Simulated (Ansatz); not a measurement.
# C (diamond): the cost of one run

Method: DFT LDA, scalar-relativistic, plane waves, PAW, in Ansatz 0.2.0.

**1. The structure to begin with**

Symmetry: Fd-3m, No. 227, cubic system. The conventional cell has a = 3.570 Å, b = 3.570 Å, c = 3.570 Å, α = 90.00°, β = 90.00°, γ = 90.00°. C (site symmetry -43m) is surrounded by 4 C at 1.55 Å.

Structure file:

```cif
data_structure
_symmetry_space_group_name_H-M 'Fd-3m:1'
_symmetry_Int_Tables_number 227
_cell_length_a 3.5700
_cell_length_b 3.5700
_cell_length_c 3.5700
_cell_angle_alpha 90.000
_cell_angle_beta 90.000
_cell_angle_gamma 90.000
_cell_volume 45.50
loop_
_atom_site_label
_atom_site_type_symbol
_atom_site_symmetry_multiplicity
_atom_site_Wyckoff_symbol
_atom_site_fract_x
_atom_site_fract_y
_atom_site_fract_z
_atom_site_occupancy
C1 C 8 b 0.00000 0.00000 0.50000 1
```

**2. Relaxing cell and atoms: C (diamond), no spin**

Input file input.yaml:

```yaml
crystal:
  lattice:
    - [0.0, 1.785, 1.785]
    - [1.785, 0.0, 1.785]
    - [1.785, 1.785, 0.0]
  atoms:
    - { symbol: C, position: [0.0, 0.0, 0.0] }
    - { symbol: C, position: [0.25, 0.25, 0.25] }
scf:
  occupations: { method: fixed }
output:
  forces: true
  stress: true
  eigenvalues: true
  write_density: true
  write_potential: true
  elf: true
  volumetric_format: npy
hamiltonian:
  xc: lda
kpoints:
  mp_grid: { grid: [10, 10, 10] }
basis:
  ecutwfc: 560
relax:
  f_tol: 0.002
  max_steps: 60
  cell: { stress_tol: 0.02 }
```

Started as:

```bash
ansatz run input.yaml --threads 4 --pin off --max-ram 8192MiB --backend cpu --events-out ev --progress --plain --runs-dir out
```

Q: Estimate wall time and peak memory on 4 threads of Arm Neoverse N1, shared host.

About 1.6 s, with a peak of 0.25 GiB.
